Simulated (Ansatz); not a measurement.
# Ir (distorted cell): a check of forces and pressure against finite differences

Program: Ansatz's Python interface.

`fdcheck.py`
```python
# -*- coding: utf-8 -*-
import ansatz as az
import numpy as np

vectors0 = np.array([
    [2.77719, 0.00152, -0.01048],
    [-1.38728, 2.39083, -0.01252],
    [-0.01699, -0.03325, 4.45932],
])
sites = [
    ('Ir', [0.68066, 0.3916, 0.74049]),
    ('Ir', [0.2836, 0.60975, 0.20561]),
]


def make_crystal(cell):
    crystal = az.Crystal(lattice=az.Lattice.of(cell))
    for symbol, position in sites:
        crystal = crystal.atom(symbol, position)
    return crystal


def main():
    def solve(crystal):
        return (
            crystal.calculation()
            .functional('pbesol')
            .occupations(az.OccupationsMethod.COLD, width=0.1)
            .basis(540, xc_grid=2)
            .kpoints(8, 8, 5)
            .scf(tolerance=1e-09)
            .forces()
            .stress()
            .run(threads=1)
        ).report


    centre = solve(make_crystal(vectors0))
    start = make_crystal(vectors0)
    print(f'force on atom 1 along x: analytic {centre["forces_ev_ang"][1][0]:.4f} eV/A')
    for h in (0.005, 0.02):
        shift = np.eye(3)[0] * h @ np.linalg.inv(vectors0)
        plus, minus = (solve(start.move(1, to=np.array(sites[1][1]) + sign * shift))['lagrangian_ev'] for sign in (1, -1))
        print(f'  step {h} A: numerical {-(plus - minus) / (2 * h):.4f} eV/A')
    volume = abs(np.linalg.det(vectors0))
    larger, smaller = (solve(make_crystal(vectors0 * (1 + sign * 0.005) ** (1 / 3)))['lagrangian_ev'] for sign in (1, -1))
    numerical = -(larger - smaller) / (0.01 * volume) * 160.21766
    print(f'pressure: analytic {np.trace(centre["stress_gpa"]) / 3:.3f}, numerical {numerical:.3f} GPa')


if __name__ == '__main__':
    main()
```

```console
$ python fdcheck.py
DeckWarning: output.stress: scf.convergence.dr2_threshold = 1e-9 eV is looser than the 2e-10 eV advised for a printed stress (1e-10 eV for each atom of the cell: 2). What an SCF threshold leaves in a [...]
force on atom 1 along x: analytic 0.1570 eV/A
  step 0.005 A: numerical 0.1570 eV/A
  step 0.02 A: numerical 0.1562 eV/A
pressure: analytic -8.475, numerical -8.467 GPa
```
(Warnings from the package without file and line, shortened.)

Reading the output:
- For a metal this k-point mesh is coarse: on a finer one energies can move by several to tens of meV an atom and pressures by half a GPa or more, differences at one mesh by less.
- Pressure is positive in compression.
- Spin-orbit coupling, which matters for elements this heavy, is left out.
- The cell is a database structure, distorted on purpose.
- The central difference errs as the square of the step, so the shorter step is the fairer test; what remains comes from the finite grid and the SCF threshold.
- Timing: 45 s on 1 thread of Intel(R) Xeon(R) Processor @ 2.30GHz (shared host), peak memory 0.58 GiB.
